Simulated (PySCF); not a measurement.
# C7H12O2Si: the cost of one run

Computed with PySCF 2.14.0 and routines of our own; the level stands in each step. Atoms count from 0.

### Step 1. The system as given

22 atoms, charge 0, multiplicity 1; geometry from: GFN2-xTB.

### Step 2. Magnetic properties: GIAO CAM-B3LYP/pcSseg-1

What the job is given:

```
{"job": {"kind": "mag", "xc": "CAM-B3LYP", "basis": "pcSseg-1", "isotopologues": 0}, "charge": 0, "multiplicity": 1}
C     -2.753183     0.329540    -0.721346
Si    -1.121177     0.106961     0.217876
C     -1.099726    -1.517679     1.219445
C     -0.772042     1.577393     1.383592
O     -0.046125     0.059678    -1.028665
C      1.286752    -0.080339    -1.060538
C      2.188088    -0.234024     0.028615
C      3.424178    -0.335121    -0.527853
O      3.356624    -0.256709    -1.863329
C      2.057331    -0.101274    -2.189661
H     -2.935214    -0.494466    -1.403302
H     -3.588401     0.378627    -0.031514
H     -2.753172     1.243400    -1.306141
H     -1.877416    -1.527579     1.976468
H     -1.262145    -2.375981     0.573063
H     -0.150957    -1.670605     1.726854
H      0.182566     1.474701     1.892659
H     -0.745032     2.513866     0.832999
H     -1.538010     1.669906     2.146935
H      1.934171    -0.261373     1.067041
H      4.394839    -0.459980    -0.090426
H      1.807639    -0.019559    -3.227112
```

Level: GIAO CAM-B3LYP/pcSseg-1 magnetisability, rotational g tensor and spin-rotation constants, non-relativistic, gas phase.

Command:

```console
$ OMP_NUM_THREADS=1 python excited_run.py task.json out
```

The driver reads the jobs from task.json and runs them one after another.

Q: Estimate the wall time and peak memory of this first job on 1 thread of Arm Neoverse V2, shared host.

About 83 s, with a peak of 1.3 GiB.
